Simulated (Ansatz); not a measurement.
**SiNH4 (SMILES N[SiH2]): UCCSDTQ/STO-3G**

Aim: the electronic atomisation energy of SiNH4 at UCCSDTQ/STO-3G, from 4 runs. 

Program for the calculation: Ansatz 0.2.0.

45 further runs of the same task are left out: 45 set aside as unsound or not needed.

## Step 1: The structure to begin with

The species is SiNH4 (6 atoms), meant as a doublet with charge 0. SMILES: `N[SiH2]`. Geometry: relaxed at PBE0-D4/def2-TZVP. This is one conformer, not always the lowest.

Bond lengths: N1–Si2 1.725 Å, N1–H3 1.008 Å, N1–H4 1.008 Å, Si2–H5 1.493 Å, Si2–H6 1.493 Å. Angles: N1–Si2–H5 107.3°, N1–Si2–H6 107.3°, Si2–N1–H3 119.9°, Si2–N1–H4 119.9°, H5–Si2–H6 110.5°, H3–N1–H4 110.9°.

## Step 2: The energy at UCCSDTQ/STO-3G

File job.yaml:

```yaml
crystal:
  periodic: [false, false, false]
  atoms:
    - symbol: N
      position_ang: [-0.062300, -0.863500, 0.020900]
    - symbol: Si
      position_ang: [0.307400, 0.815300, 0.161600]
    - symbol: H
      position_ang: [0.565000, -1.475900, -0.476400]
    - symbol: H
      position_ang: [-0.503600, -1.346500, 0.787600]
    - symbol: H
      position_ang: [0.657400, 1.307800, -1.204100]
    - symbol: H
      position_ang: [-0.921600, 1.498900, 0.664300]
basis:
  gaussian: {orbitals: STO-3G}
magnetization: {spin_polarized: true, initial_magnetization: 1}
correlation: {method: ccsdtq, frozen_orbitals: {H: 0, "N": 1, Si: 5}}
accuracy: high
scf: {omitted_lower_state_checks: [cluster_reference, increment]}
```

Run with:

```
ansatz run job.yaml --threads 1 --pin off --max-ram 2610MiB --events-out events.jsonl --progress --plain --runs-dir runs
```

What it wrote:

```text
Warning: RAYON_NUM_THREADS=1 ignored (pool sized by the plan → 1); use --threads N
[... 11 lines left out ...]
6 core orbitals not correlated: weight in the atoms' cores, before any rotation towards them, 1.000 or more for the frozen orbitals, at most 0.000 for the correlated occupied ones
[... 25 lines left out ...]
Total energy: -9298.64826561 eV, -341.7190209109 hartree
Checks for a lower state left out: cluster_reference, increment
```

It took 24 s on 1 thread of Arm Neoverse V2, shared host; peak memory 0.25 GiB.

## Step 3: The H atom: the energy at UHF/STO-3G

File in.yaml:

```yaml
crystal:
  periodic: [false, false, false]
  atoms:
    - symbol: H
      position_ang: [0.000000, 0.000000, 0.000000]
basis:
  gaussian:
    orbitals: STO-3G
magnetization:
  spin_polarized: true
  initial_magnetization: 1
hamiltonian:
  xc: hf
accuracy: high
```

Run with:

```
ansatz run in.yaml --threads 1 --pin off --max-ram 2610MiB --events-out events.jsonl --progress --plain --runs-dir runs
```

What it wrote:

```text
Warning: RAYON_NUM_THREADS=1 ignored (pool sized by the plan → 1); use --threads N
Functional definition: HF
  name "HF"
  exchange = exact_x
  correlation = 0
1 factors; integrals over basis functions are off by at most 4.6e-10 eV
mean field evaluation 1: about -12.6963 eV, gradient 0.0e0 eV
mean field evaluation 2: about -12.6963 eV, gradient 0.0e0 eV
mean field -12.69633895 eV, -0.4665818504 hartree, gradient 0.0e0 eV, S^2 0.750000; 0 other end points of the search recorded, 0 dependent functions left out
reference -12.69633895 eV, -0.4665818504 hartree; 1, 0 occupied and 0, 1 virtual orbitals, 1 factors
Total energy: -12.69633895 eV, -0.4665818504 hartree
```

It took 0.04 s on 1 thread of Arm Neoverse V2, shared host.

## Step 4: The N atom, same level

File input.yaml:

```yaml
crystal:
  periodic: [false, false, false]
  atoms:
    - {symbol: "N", position_ang: [0.000000, 0.000000, 0.000000]}
basis:
  gaussian:
    orbitals: STO-3G
magnetization:
  spin_polarized: true
  initial_magnetization: 3
correlation:
  method: ccsdtq
  frozen_orbitals: {"N": 1}
accuracy: high
scf:
  omitted_lower_state_checks: [cluster_reference, increment]
```

Run the same way, it converges to -53.71901 Eh (log not shown).

## Step 5: The Si atom, same level

File run.yaml:

```yaml
basis:
  gaussian:
    orbitals: STO-3G
crystal:
  periodic: [false, false, false]
  atoms:
    - {symbol: Si, position_ang: [0.000000, 0.000000, 0.000000]}
magnetization:
  spin_polarized: true
  initial_magnetization: 2
correlation:
  method: ccsdtq
  frozen_orbitals: {Si: 5}
accuracy: high
scf:
  omitted_lower_state_checks: [cluster_reference, increment]
```

Run the same way, it converges to -285.47963 Eh (log not shown).

## Step 6: Summary of results

At UCCSDTQ/STO-3G, 6 core orbitals frozen:

| quantity | value |
| --- | --- |
| molecule: total energy | -341.71902 Eh |
| molecule: correlation energy (6 core orbitals frozen) | -106.5 mEh |
| molecule: ⟨S²⟩ of the reference determinant | 0.752 |
| molecule: T1 diagnostic | 0.016 |
| H atom: total energy | -0.46658 Eh |
| H atom: ⟨S²⟩ | 0.750 |
| N atom: total energy | -53.71901 Eh |
| N atom: correlation energy (1 core orbital frozen) | 0.0 mEh |
| N atom: ⟨S²⟩ of the reference determinant | 3.750 |
| N atom: T1 diagnostic | 0.000 |
| Si atom: total energy | -285.47963 Eh |
| Si atom: correlation energy (5 core orbitals frozen) | -13.4 mEh |
| Si atom: ⟨S²⟩ of the reference determinant | 2.000 |
| Si atom: T1 diagnostic | 0.000 |
| electronic atomisation energy | 17.798 eV |

Taking the molecule apart into free atoms costs 17.80 eV (1717 kJ/mol), before zero-point energy and without spin-orbit coupling. In a minimal basis such a difference can be off by several eV, whatever the method.
